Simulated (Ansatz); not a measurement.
**CuO+ (triplet): wave-function methods side by side, def2-QZVPP**

One table from this session's results is given with a row withheld; the runs are named, their logs left out.

Method: def2-QZVPP, core rule «outside noble gas», up to 10 orbitals frozen; program: Ansatz 0.2.0, Gaussian basis.

The runs, in order: UHF; ROHF; CCSD(T) on UHF.

2 further runs of the same task are left out: 2 set aside as unsound or not needed.

## What is computed

The geometry is a PBE0/def2-TZVP stationary point (not a proven minimum).

2 atoms, charge 1, spin multiplicity 3.

Atoms are counted from 1 here; the program's logs count them from 0.

Bond lengths: Cu1–O2 1.812 Å.

Set-up of the first run:

File in.yaml:

```yaml
crystal:
  periodic: [false, false, false]
  atoms:
    - {symbol: Cu, position_ang: [0.000000, 0.000000, 0.000000]}
    - {symbol: O, position_ang: [0.000000, 0.000000, 1.811600]}
basis:
  gaussian: {orbitals: "def2-QZVPP.json"}
total_charge: 1
magnetization: {spin_polarized: true, initial_magnetization: 2}
hamiltonian: {xc: hf}
output: {orbitals: {seedname: orbitals}}
```

Command:

```bash
$ ansatz run in.yaml --threads 1 --pin off --events-out ev --progress --plain --max-ram 4096MiB --backend cpu
```

Among the steps run: UHF; ROHF; CCSD(T) on UHF.

One table of the session follows, with a row left open; its other results are not shown here.

```
  method  from UCCSD(T) (meV)
    ROHF             +17611.3
     UHF             +17396.0
    UMP2               -541.7
   UCCSD                    ?
UCCSD(T)                    0
```

Q: Estimate the row for UCCSD from the others.

As computed: from UCCSD(T) (meV): +718.3. In the column «from UCCSD(T) (meV)» it lies between UCCSD(T) (0) and UHF (+17396.0).
